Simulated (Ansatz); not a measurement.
**SnH4O: up Jacob's ladder to CCSD(T)**

The task here is to estimate one member of a computed series from the others.

The runs use Ansatz 0.2.0, Gaussian basis; functionals in def2-TZVPP, the program's frozen cores in correlated methods.

Plan: LDA (SPW92), PBE-D4, revPBE-D4, BLYP-D4, r2SCAN-D4, B97M-V, PBE0-D4, B3LYP-D4, r2SCANh-D4, r2SCAN0-D4, HSE06-D4, BHLYP-D4, CAM-B3LYP-D4, LC-ωPBE, ωB97X-V, ωB97M-V, B2PLYP, PBE-QIDH; CCSD(T)/def2-SVP; CCSD(T)/def2-TZVPP; CCSD(T)/def2-QZVPP; extrapolation to the limit; RPA on PBE.

## Structure used throughout

The geometry comes from an earlier relaxation with PBE0-D4 in a triple-zeta def2 set; it is a stationary point. Sn takes the def2 core potential; no spin-orbit term is included.

SMILES `[OH][SnH3]`, 6 atoms, charge 0, spin multiplicity 1.

Atoms are counted from 1 here; the program's logs count them from 0.

Bond lengths: O1–Sn2 1.970 Å, O1–H3 0.959 Å, Sn2–H4 1.709 Å, Sn2–H5 1.709 Å, Sn2–H6 1.698 Å. Angles: Sn2–O1–H3 113.2°, O1–Sn2–H4 108.5°, O1–Sn2–H5 108.5°, O1–Sn2–H6 103.1°, H4–Sn2–H5 110.8°, H4–Sn2–H6 112.8°, H5–Sn2–H6 112.7°.

The first run:

in.yaml

```yaml
crystal:
  periodic: [false, false, false]
  atoms:
    - {symbol: O, position_ang: [0.914312, -0.752439, 0.930796]}
    - {symbol: Sn, position_ang: [-0.282347, 0.354232, -0.175111]}
    - {symbol: H, position_ang: [1.150181, -1.585079, 0.516790]}
    - {symbol: H, position_ang: [-1.721080, -0.523090, -0.461499]}
    - {symbol: H, position_ang: [0.514103, 0.711635, -1.644657]}
    - {symbol: H, position_ang: [-0.533069, 1.730741, 0.787381]}
basis:
  gaussian: {orbitals: def2-TZVPP}
hamiltonian: {xc: lda}
output: {orbitals: {seedname: orbitals}}
```

Launch:

```sh
> ansatz run in.yaml --threads 4 --pin off --events-out ev --progress --plain --max-ram 10444MiB
```

Among the steps run: LDA; PBE-D4 (GGA); revPBE-D4 (GGA); BLYP-D4 (GGA); r2SCAN-D4 (meta-GGA); B97M-V (meta-GGA); PBE0-D4 (hybrid); B3LYP-D4 (hybrid); r2SCANh-D4 (hybrid); r2SCAN0-D4 (hybrid); HSE06-D4 (hybrid); BHLYP-D4 (hybrid); CAM-B3LYP-D4 (range-separated); LC-ωPBE (range-separated); ωB97X-V (range-separated); ωB97M-V (range-separated); B2PLYP (double hybrid); PBE-QIDH (double hybrid).

One of the session's tables, all rows but one given; the rest of the session is left out.

It belongs to the step «Frontier levels by functional». 

```
  functional  HOMO (eV)  gap (eV)
 LDA (SPW92)      -6.75      5.20
      PBE-D4      -6.61      5.28
   revPBE-D4      -6.56      5.32
     BLYP-D4      -6.53      5.23
   r2SCAN-D4      -6.97      6.06
      B97M-V      -7.12      5.93
     PBE0-D4      -8.21      7.67
    B3LYP-D4      -7.97      7.14
  r2SCANh-D4      -7.57      6.93
  r2SCAN0-D4      -8.46      8.19
    HSE06-D4      -7.80      6.90
    BHLYP-D4      -9.69      9.81
CAM-B3LYP-D4      -9.65      9.92
     LC-ωPBE     -11.00     12.41
     ωB97X-V     -10.67     11.94
     ωB97M-V          ?         ?
```

**Question.** Estimate the row for ωB97M-V.

The run gave: HOMO (eV): -10.56; gap (eV): 11.48. In the column «HOMO (eV)» it lies between ωB97X-V (-10.67) and BHLYP-D4 (-9.69).
